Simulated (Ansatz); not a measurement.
# (LiCl)3 ring (Li₃Cl₃): the relaxed shape and its frontier levels

What does (LiCl)3 ring (Li₃Cl₃) look like as a singlet, and where do its frontier electrons sit?

Computed with Ansatz 0.2.0, Gaussian basis. Level: RKS PBE0-D4/def2-TZVP.

The runs, in order: relaxation at PBE-D4/def2-SVP; a search for the lowest solution at PBE0-D4/def2-SVP; a single point at PBE0-D4/def2-TZVP; harmonic vibrations at PBE-D4/def2-SVP.

### Step 1. The system as given

6 atoms, charge 0, spin multiplicity 1.

Atoms are counted from 1 here; the program's logs count them from 0.

Bond lengths: Li1–Cl2 2.105 Å, Li1–Cl6 2.106 Å, Cl2–Li3 2.105 Å, Li3–Cl4 2.105 Å, Cl4–Li5 2.107 Å, Li5–Cl6 2.106 Å. Angles: Cl2–Li1–Cl6 126.5°, Li1–Cl2–Li3 113.0°, Cl2–Li3–Cl4 126.9°, Li3–Cl4–Li5 114.0°, Cl4–Li5–Cl6 125.4°, Li1–Cl6–Li5 114.3°.

The start is a GFN2-xTB geometry.

### Step 2. Relaxation at PBE-D4/def2-SVP

Input file in.yaml:

```yaml
crystal:
  periodic: [false, false, false]
  atoms:
    - {symbol: Li, position_ang: [1.472710, 0.512900, -1.303160]}
    - {symbol: Cl, position_ang: [-0.381240, 1.477360, -1.558440]}
    - {symbol: Li, position_ang: [-1.825980, 0.864210, -0.155320]}
    - {symbol: Cl, position_ang: [-1.570740, -0.545220, 1.386730]}
    - {symbol: Li, position_ang: [0.359030, -1.386440, 1.467090]}
    - {symbol: Cl, position_ang: [1.946210, -0.922810, 0.163100]}
basis:
  gaussian: {orbitals: def2-SVP}
hamiltonian: {xc: pbe, dispersion: d4}
scf: {omitted_lower_state_checks: [starts]}
output: {orbitals: {seedname: orbitals}}
relax: {f_tol: 0.02, max_steps: 100}
```

The run is started by

```
$ ansatz run in.yaml --threads 4 --pin off --events-out ev --progress --plain --max-ram 3916MiB
```

Further steps of the session: Searching for the lowest solution, PBE0-D4/def2-SVP; Single point, PBE0-D4/def2-TZVP; Vibrations by finite differences.

Q: Predict the results of all the runs planned. Wanted: point group; commonest bond; HOMO, LUMO at PBE0-D4/def2-TZVP; dipole at PBE-D4/def2-SVP; lowest, highest wavenumber.

The runs gave:

```
                       quantity                            value
                    point group                              D3h
                 commonest bond  Cl–Li, 6 of mean length 2.177 Å
HOMO, LUMO at PBE0-D4/def2-TZVP                  -8.49, -0.65 eV
      dipole at PBE-D4/def2-SVP                           0.00 D
     lowest, highest wavenumber                     92, 622 cm⁻¹
```

**Reading.** The molecule keeps its bonding pattern by the stored test; the atoms moved 0.17 Å (rms), and the angle Cl4–Li5–Cl6 went from 125° to 142°. All wavenumbers are real: a minimum at this level. The HOMO lies nearest to Cl2 62 %; Cl4 26 % and the LUMO to Li1, Li3, Li5 about 23 % each; Cl2, Cl4, Cl6 about 10 % each.
